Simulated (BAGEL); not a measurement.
**CH7BFN (SMILES C[NH2+][BH2-]F): HF/cc-pVDZ (density fitting with qzvpp-jkfit)**

Aim: the vertical singlet–triplet gap of CH7BFN at HF/cc-pVDZ (density fitting with qzvpp-jkfit), from 2 runs. 

Program for the calculation: BAGEL 1.2.2.

4 further runs of the same task are left out: 2 that didn't finish, 2 set aside as unsound or not needed.

## Step 1: The structure to begin with

CH7BFN: 11 atoms, total charge 0, spin state singlet. As SMILES, `C[NH2+][BH2-]F`. Geometry: relaxed at GFN2-xTB. This is one conformer, not always the lowest.

Bond lengths: C1–N2 1.456 Å, N2–B3 1.670 Å, B3–F4 1.391 Å, C1–H5 1.092 Å, C1–H6 1.088 Å, C1–H7 1.088 Å, N2–H8 1.017 Å, N2–H9 1.017 Å, B3–H10 1.191 Å, B3–H11 1.191 Å. Some angles: C1–N2–B3 116.1°, N2–B3–F4 100.8°, C1–N2–H8 111.5°, C1–N2–H9 111.5°, B3–N2–H8 104.5°, B3–N2–H9 104.7°, N2–C1–H5 112.1°, N2–C1–H6 109.0°, N2–C1–H7 109.0°, N2–B3–H10 106.7°.

## Step 2: A single-point energy at HF/cc-pVDZ (density fitting with qzvpp-jkfit)

Contents of input.json:

```json
{ "bagel": [

{
  "title": "molecule",
  "basis": "cc-pvdz.json",
  "df_basis": "qzvpp-jkfit",
  "angstrom": true,
  "geometry": [
    { "atom": "C", "xyz": [      -0.497000,       1.213290,      -0.246140 ] },
    { "atom": "N", "xyz": [       0.201500,       0.182430,       0.509200 ] },
    { "atom": "B", "xyz": [       0.298530,      -1.319990,      -0.212800 ] },
    { "atom": "F", "xyz": [       0.995190,      -2.032340,       0.758220 ] },
    { "atom": "H", "xyz": [      -0.522970,       2.165850,       0.286970 ] },
    { "atom": "H", "xyz": [      -1.515010,       0.881100,      -0.440260 ] },
    { "atom": "H", "xyz": [       0.001930,       1.349950,      -1.203590 ] },
    { "atom": "H", "xyz": [      -0.247500,       0.006690,       1.404520 ] },
    { "atom": "H", "xyz": [       1.167050,       0.444640,       0.692100 ] },
    { "atom": "H", "xyz": [       0.937810,      -1.180250,      -1.207580 ] },
    { "atom": "H", "xyz": [      -0.819540,      -1.711380,      -0.340640 ] }
  ]
},

{ "title": "hf" },

{ "title": "print", "file": "orbitals.molden", "orbitals": true }

]}
```

The basis set cc-pVDZ is read from a file made from the Basis Set Exchange's data (not shown).

Command:

```console
$ BAGEL_NUM_THREADS=1 BAGEL input.json > input.out
```

The log of the run:

```text
* using 1 threads per process

  ===============================================================
  ===============================================================

  *** Geometry ***

  { "atom" : "C", "xyz" : [     -0.939194,      2.292786,     -0.465137 ] },
  { "atom" : "N", "xyz" : [      0.380780,      0.344743,      0.962249 ] },
  { "atom" : "B", "xyz" : [      0.564140,     -2.494420,     -0.402134 ] },
  { "atom" : "F", "xyz" : [      1.880637,     -3.840566,      1.432828 ] },
  { "atom" : "H", "xyz" : [     -0.988270,      4.092863,      0.542295 ] },
  { "atom" : "H", "xyz" : [     -2.862954,      1.665038,     -0.831971 ] },
  { "atom" : "H", "xyz" : [      0.003647,      2.551036,     -2.274455 ] },
  { "atom" : "H", "xyz" : [     -0.467707,      0.012642,      2.654158 ] },
  { "atom" : "H", "xyz" : [      2.205405,      0.840248,      1.307879 ] },
  { "atom" : "H", "xyz" : [      1.772204,     -2.230349,     -2.281995 ] },
  { "atom" : "H", "xyz" : [     -1.548706,     -3.234039,     -0.643716 ] },

  Number of auxiliary basis functions:      430

  Since a DF basis is specified, we compute 2- and 3-index integrals:
    o Being stored without compression. Storage requirement is 0.028 GB

  Number of basis functions:       91
  Number of electrons      :       34

    * METHOD: MOLECULE                             0.21

  *** RHF ***

  === Nuclear Repulsion ===
   126.6437856097

      * DIIS with orbital gradients will be used.

  === RHF iteration (cc-pvdz.json) ===
      0       -220.36640986          0.01524385           0.05
      1       -220.53209405          0.00797128           0.05
      2       -220.57667803          0.00153532           0.05
      3       -220.57876779          0.00036948           0.05
      4       -220.57885521          0.00008841           0.05
      5       -220.57886259          0.00002797           0.05
      6       -220.57886322          0.00000852           0.05
      7       -220.57886333          0.00000202           0.05
      8       -220.57886334          0.00000077           0.05
      9       -220.57886334          0.00000022           0.05
     10       -220.57886334          0.00000009           0.05
     11       -220.57886334          0.00000002           0.05
     12       -220.57886334          0.00000001           0.05
    * SCF iteration converged.

    * Permanent dipole moment:
           (    0.438400,    -2.234243,    -0.484065) a.u.

    * METHOD: HF                                   0.79

    * METHOD: PRINT                                0.02

  ===============================================================
```

It took 1.2 s on 1 thread of Arm Neoverse V1, shared host; peak memory 0.11 GiB.

## Step 3: The triplet

Contents of job.json:

```json
{ "bagel" : [

{
  "title" : "molecule",
  "basis" : "cc-pvdz.json",
  "df_basis" : "qzvpp-jkfit",
  "angstrom" : true,
  "geometry" : [
    { "atom" : "C", "xyz" : [      -0.497000,       1.213290,      -0.246140 ] },
    { "atom" : "N", "xyz" : [       0.201500,       0.182430,       0.509200 ] },
    { "atom" : "B", "xyz" : [       0.298530,      -1.319990,      -0.212800 ] },
    { "atom" : "F", "xyz" : [       0.995190,      -2.032340,       0.758220 ] },
    { "atom" : "H", "xyz" : [      -0.522970,       2.165850,       0.286970 ] },
    { "atom" : "H", "xyz" : [      -1.515010,       0.881100,      -0.440260 ] },
    { "atom" : "H", "xyz" : [       0.001930,       1.349950,      -1.203590 ] },
    { "atom" : "H", "xyz" : [      -0.247500,       0.006690,       1.404520 ] },
    { "atom" : "H", "xyz" : [       1.167050,       0.444640,       0.692100 ] },
    { "atom" : "H", "xyz" : [       0.937810,      -1.180250,      -1.207580 ] },
    { "atom" : "H", "xyz" : [      -0.819540,      -1.711380,      -0.340640 ] }
  ]
},

{ "title" : "uhf", "nopen" : 2 },

{ "title" : "print", "file" : "orbitals.molden", "orbitals" : true }

]}
```

The basis set cc-pVDZ is read from a file made from the Basis Set Exchange's data (not shown).

Command:

```console
$ BAGEL_NUM_THREADS=1 BAGEL job.json > job.out
```

The log of the run:

```text
* using 1 threads per process

  ===============================================================
  ===============================================================

  *** Geometry ***

  { "atom" : "C", "xyz" : [     -0.939194,      2.292786,     -0.465137 ] },
  { "atom" : "N", "xyz" : [      0.380780,      0.344743,      0.962249 ] },
  { "atom" : "B", "xyz" : [      0.564140,     -2.494420,     -0.402134 ] },
  { "atom" : "F", "xyz" : [      1.880637,     -3.840566,      1.432828 ] },
  { "atom" : "H", "xyz" : [     -0.988270,      4.092863,      0.542295 ] },
  { "atom" : "H", "xyz" : [     -2.862954,      1.665038,     -0.831971 ] },
  { "atom" : "H", "xyz" : [      0.003647,      2.551036,     -2.274455 ] },
  { "atom" : "H", "xyz" : [     -0.467707,      0.012642,      2.654158 ] },
  { "atom" : "H", "xyz" : [      2.205405,      0.840248,      1.307879 ] },
  { "atom" : "H", "xyz" : [      1.772204,     -2.230349,     -2.281995 ] },
  { "atom" : "H", "xyz" : [     -1.548706,     -3.234039,     -0.643716 ] },

  Number of auxiliary basis functions:      430

  Since a DF basis is specified, we compute 2- and 3-index integrals:
    o Being stored without compression. Storage requirement is 0.028 GB

  Number of basis functions:       91
  Number of electrons      :       34

    * METHOD: MOLECULE                             0.21

  *** Open-shell HF ***

  === Nuclear Repulsion ===
   126.6437856097

      * DIIS with orbital gradients will be used.

  === UHF iteration (cc-pvdz.json) ===
      0       -219.99266923          0.03117877           0.09
      1       -220.17706472          0.02115837           0.10
      2       -220.22871765          0.01156647           0.10
      3       -220.25806206          0.00153498           0.10
      4       -220.25960555          0.00061285           0.10
      5       -220.25990068          0.00025246           0.10
      6       -220.26008467          0.00016103           0.10
      7       -220.26015909          0.00010925           0.10
      8       -220.26019190          0.00006702           0.10
      9       -220.26021285          0.00003631           0.10
     10       -220.26021863          0.00001722           0.10
     11       -220.26021970          0.00001148           0.10
     12       -220.26022010          0.00000636           0.10
     13       -220.26022017          0.00000492           0.10
     14       -220.26022022          0.00000422           0.10
     15       -220.26022027          0.00000374           0.10
     16       -220.26022031          0.00000333           0.10
     17       -220.26022036          0.00000281           0.10
     18       -220.26022042          0.00000215           0.10
     19       -220.26022047          0.00000118           0.10
     20       -220.26022047          0.00000084           0.10
     21       -220.26022048          0.00000061           0.10
     22       -220.26022048          0.00000031           0.10
     23       -220.26022048          0.00000021           0.10
     24       -220.26022048          0.00000017           0.10
     25       -220.26022048          0.00000012           0.10
     26       -220.26022048          0.00000008           0.11
     27       -220.26022048          0.00000006           0.10
     28       -220.26022048          0.00000005           0.10
     29       -220.26022048          0.00000004           0.10
     30       -220.26022048          0.00000003           0.10
     31       -220.26022048          0.00000003           0.10
     32       -220.26022048          0.00000002           0.10
     33       -220.26022048          0.00000002           0.10
     34       -220.26022048          0.00000001           0.10
     35       -220.26022048          0.00000001           0.10
     36       -220.26022048          0.00000001           0.10
    * SCF iteration converged.

    * S^2 (UHF) is 2.0276

    * Permanent dipole moment:
           (    0.618337,     0.220610,     1.333688) a.u.

    * METHOD: UHF                                  3.77

    * METHOD: PRINT                                0.02

  ===============================================================
```

Wall time 4.2 s (1 thread of Arm Neoverse V1, shared host); peak memory 0.11 GiB.

## Step 4: Summary of results

At HF/cc-pVDZ (density fitting with qzvpp-jkfit):

```
                                        quantity          value
                           singlet: total energy  -220.57886 Eh
                          singlet: dipole moment         5.92 D
                            singlet: HOMO energy      -11.11 eV
                            singlet: LUMO energy        4.03 eV
                          singlet: HOMO–LUMO gap       15.14 eV
                           triplet: total energy  -220.26022 Eh
                          triplet: dipole moment         3.78 D
                                   triplet: ⟨S²⟩          2.028
vertical energy of the triplet above the singlet       8.671 eV
```

In words: At this shape the triplet lies 8.67 eV (200 kcal/mol) above the singlet.
